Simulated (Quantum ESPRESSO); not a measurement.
Crystal: Al.

```xyz
1
Lattice="0.0000 2.0250 2.0250 2.0250 0.0000 2.0250 2.0250 2.0250 0.0000" Properties=species:S:1:pos:R:3 pbc="T T T"
Al    0.0000    0.0000    0.0000
```

| Property | Result |
| --- | --- |
| Program | Quantum ESPRESSO 7.5 |
| Task | phonons and electron-phonon coupling |
| Functional | LDA |
| Potentials or basis | GBRV 1.5 LDA |
| Cutoff | 612 eV |
| Density cutoff | 4898 eV |
| k mesh | 12 × 12 × 12 |
| Occupations | methfessel-paxton, width 0.272 eV |
| Spin | no spin polarisation |
| Form of the LDA correlation | PZ81 |
| Mixing beta | 0.5 |
| Most SCF iterations | 120 |
| SCF threshold | 2e-10 Ry |
| q mesh | 4 × 4 × 4 |

Levels for the coupling come from a 36 × 36 × 36 mesh; ten broadenings of the double delta from 0.07 to 0.68 eV; Tc from the McMillan formula in the Allen-Dynes form.

Problem. How strong is the electron-phonon coupling, and what superconducting temperature follows?

Solution. Over broadenings from 0.27 to 0.54 eV, λ lies between 0.46 and 0.48 and ω_log near 287 K, which gives Tc from 2.5 to 3.0 K at μ* = 0.10 and from 1.3 to 1.7 K at μ* = 0.13.

Electron-phonon coupling by broadening of the double delta (levels on a 36 × 36 × 36 mesh):
| broadening (eV) | λ | N(E_F) (states/eV a spin and cell) | ω_log (K) | Tc, μ* 0.10 (K) | Tc, μ* 0.13 (K) |
| --- | --- | --- | --- | --- | --- |
| 0.07 | 0.54 | 0.194 | 312 | 4.9 | 3.2 |
| 0.14 | 0.45 | 0.195 | 293 | 2.2 | 1.2 |
| 0.20 | 0.45 | 0.197 | 289 | 2.2 | 1.1 |
| 0.27 | 0.46 | 0.200 | 288 | 2.5 | 1.3 |
| 0.34 | 0.47 | 0.202 | 288 | 2.7 | 1.5 |
| 0.41 | 0.48 | 0.203 | 287 | 2.8 | 1.6 |
| 0.48 | 0.48 | 0.204 | 286 | 2.9 | 1.7 |
| 0.54 | 0.48 | 0.204 | 286 | 3.0 | 1.7 |
| 0.61 | 0.48 | 0.204 | 285 | 3.0 | 1.8 |
| 0.68 | 0.49 | 0.204 | 285 | 3.1 | 1.8 |

The same from a weighted sum over the computed q points, without interpolation:
| broadening (eV) | λ | ω_log (K) | Tc, μ* 0.10 (K) | Tc, μ* 0.13 (K) |
| --- | --- | --- | --- | --- |
| 0.07 | 0.56 | 292 | 5.5 | 3.7 |
| 0.14 | 0.45 | 292 | 2.3 | 1.2 |
| 0.20 | 0.45 | 291 | 2.1 | 1.1 |
| 0.27 | 0.46 | 290 | 2.4 | 1.3 |
| 0.34 | 0.47 | 290 | 2.7 | 1.5 |
| 0.41 | 0.47 | 290 | 2.8 | 1.6 |
| 0.48 | 0.48 | 289 | 2.9 | 1.7 |
| 0.54 | 0.48 | 289 | 2.9 | 1.7 |
| 0.61 | 0.48 | 289 | 3.0 | 1.7 |
| 0.68 | 0.48 | 288 | 3.0 | 1.8 |

Phonon frequencies at the corners of the path (cm⁻¹, interpolated; i marks imaginary ones):
| point | frequencies |
| --- | --- |
| Γ | 0 0 0 |
| X | 174 174 321 |
| W | 198 247 247 |
| K | 165 242 276 |
| L | 127 127 273 |
| U | 165 242 276 |

The smallest broadenings aren't converged on these meshes, and μ* is assumed, not computed; spin fluctuations are left out.

Caveat: λ from interpolated matrix elements is rough: modes that symmetry makes equal can differ by tens of percent.
